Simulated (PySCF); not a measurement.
# Yb(OH)3: other functionals and bases at one geometry

How far do other levels of theory move the description of Yb(OH)3, and what does each cost? It is a constructed species; whether it can be made isn't addressed.

Computed with PySCF 2.14.0. Level: several levels, as the steps say, no spin–orbit coupling.

2 further runs of the same task are left out: 2 for a known fault of the program.

**1. The system as given**

7 atoms, charge 0, spin multiplicity 1.

Bond lengths: Yb1–O2 2.010 Å, Yb1–O4 2.010 Å, Yb1–O6 2.010 Å, O2–H3 0.965 Å, O4–H5 0.965 Å, O6–H7 0.965 Å. Angles: O2–Yb1–O4 120.0°, O2–Yb1–O6 120.0°, O4–Yb1–O6 120.0°, Yb1–O2–H3 179.8°, Yb1–O4–H5 179.8°, Yb1–O6–H7 179.8°.

Coordinates:

```
Yb    0.00000    0.00000    0.13801
O     2.00960    0.00002    0.14370
H     2.97451    0.00003    0.14932
O    -1.00482    1.74036    0.14370
H    -1.48728    2.57599    0.14932
O    -1.00478   -1.74038    0.14370
H    -1.48723   -2.57601    0.14932
```

Formal oxidation states: Yb +3. Each metal's 13 4f electrons lie in its core potential, so multiplicities, spins and levels count the valence alone. An earlier session relaxed this geometry at PBE, Yb lcecp-1-SVP with ECP59, O def2-SVP, H def2-SVP (singlet, point group D3h).

At PBE on the finer grid: E = -266.669825 Eh, HOMO -5.96 eV, LUMO -2.07 eV, Mulliken charge on Yb1 +0.83 e, largest force component 0.002 eV/Å. 

Levels to run: M06-L; TPSSh; BLYP; BP86; PBE, TZVP. Hardware: 2 threads of Arm Neoverse N1, shared host.

**2. M06-L**

The input, run.py (the lines that set the calculation):

```python
mol = gto.M(atom='''
Yb     0.00000     0.00000     0.13801
O      2.00960     0.00002     0.14370
H      2.97451     0.00003     0.14932
O     -1.00482     1.74036     0.14370
H     -1.48728     2.57599     0.14932
O     -1.00478    -1.74038     0.14370
H     -1.48723    -2.57601     0.14932''',
    basis={'Yb': 'lcecp-1-SVP', 'O': 'def2-SVP', 'H': 'def2-SVP'},
    ecp={'Yb': 'lcecp-1-SVP'},
    charge=0, spin=0)
mf = dft.RKS(mol, xc='M06L')
mf.grids.atom_grid = (75, 302)  # f atoms: unpruned, at least (60, 302)
mf = mf.density_fit()  # fitting sets: Yb AutoAux, O def2-universal-JKFIT, H def2-universal-JKFIT
mf.conv_tol = 1e-08; mf.max_cycle = 55
mf.kernel(dm0)  # dm0: the density of the relaxed state
```

Launch:

```
> OMP_NUM_THREADS=2 python run.py
```

**3. TPSSh**

run.py (the lines that set the calculation): that of step 2 with these lines changed.

```diff
@@ -11,3 +11,3 @@
     charge=0, spin=0)
-mf = dft.RKS(mol, xc='M06L')
+mf = dft.RKS(mol, xc='TPSSH')
 mf.grids.atom_grid = (75, 302)  # f atoms: unpruned, at least (60, 302)
```

**4. BLYP**

run.py (the lines that set the calculation): that of step 3 with these lines changed.

```diff
@@ -11,3 +11,3 @@
     charge=0, spin=0)
-mf = dft.RKS(mol, xc='TPSSH')
+mf = dft.RKS(mol, xc='BLYP')
 mf.grids.atom_grid = (75, 302)  # f atoms: unpruned, at least (60, 302)
```

**5. BP86**

run.py (the lines that set the calculation): that of step 4 with these lines changed.

```diff
@@ -11,3 +11,3 @@
     charge=0, spin=0)
-mf = dft.RKS(mol, xc='BLYP')
+mf = dft.RKS(mol, xc='B88,P86')
 mf.grids.atom_grid = (75, 302)  # f atoms: unpruned, at least (60, 302)
```

**6. PBE, TZVP**

Basis: Yb lcecp-1-TZVP with ECP59, O def2-TZVP, H def2-TZVP. 

The input, run.py (the lines that set the calculation):

```python
mol = gto.M(atom='''
Yb     0.00000     0.00000     0.13801
O      2.00960     0.00002     0.14370
H      2.97451     0.00003     0.14932
O     -1.00482     1.74036     0.14370
H     -1.48728     2.57599     0.14932
O     -1.00478    -1.74038     0.14370
H     -1.48723    -2.57601     0.14932''',
    basis={'Yb': 'lcecp-1-TZVP', 'O': 'def2-TZVP', 'H': 'def2-TZVP'},
    ecp={'Yb': 'lcecp-1-TZVP'},
    charge=0, spin=0)
mf = dft.RKS(mol, xc='PBE')
mf.grids.atom_grid = (75, 302)  # f atoms: unpruned, at least (60, 302)
mf = mf.density_fit()  # fitting sets: Yb AutoAux, O def2-universal-JKFIT, H def2-universal-JKFIT
mf.conv_tol = 1e-08; mf.max_cycle = 55
mf.kernel(dm0)  # dm0: free metal ions and neutral atoms
```

**Question.** What will these runs give? Wanted: for each run, HOMO; gap; charge on Yb1; dipole; largest force.

**Answer**, as computed:

| level | state | HOMO (eV) | gap (eV) | charge on Yb1 (e) | dipole (D) | largest force (eV/Å) | basis functions | time |
| --- | --- | --- | --- | --- | --- | --- | --- | --- |
| PBE (relaxed here) | singlet | -5.96 | 3.89 | 0.83 | 0.01 | 0.00 | 90 | 13 s |
| M06-L | singlet | -6.14 | 5.41 | 1.19 | 0.02 | 0.63 | 90 | 9.2 s |
| TPSSh | singlet | -6.71 | 5.20 | 1.02 | 0.02 | 0.28 | 90 | 8.4 s |
| BLYP | singlet | -5.84 | 3.73 | 0.80 | 0.01 | 0.16 | 90 | 6.2 s |
| BP86 | singlet | -6.07 | 4.05 | 0.84 | 0.01 | 0.06 | 90 | 5.9 s |
| PBE, TZVP | singlet | -6.24 | 4.08 | 1.50 | 0.02 | 0.27 | 158 | 16 s |

Times are on 2 threads of Arm Neoverse N1, shared host; the first row also made further properties.

In one basis the gap runs from 3.73 eV (BLYP) to 5.41 eV (M06-L). The largest leftover force, 0.63 eV/Å with M06-L, stands at a geometry relaxed at another level. The Mulliken charge on Yb spans +0.80 to +1.50 e over the levels. With 4f in the core, its levels are missing from HOMO and gap. Total energies of different levels can't be compared. Spin–orbit coupling is left out throughout.
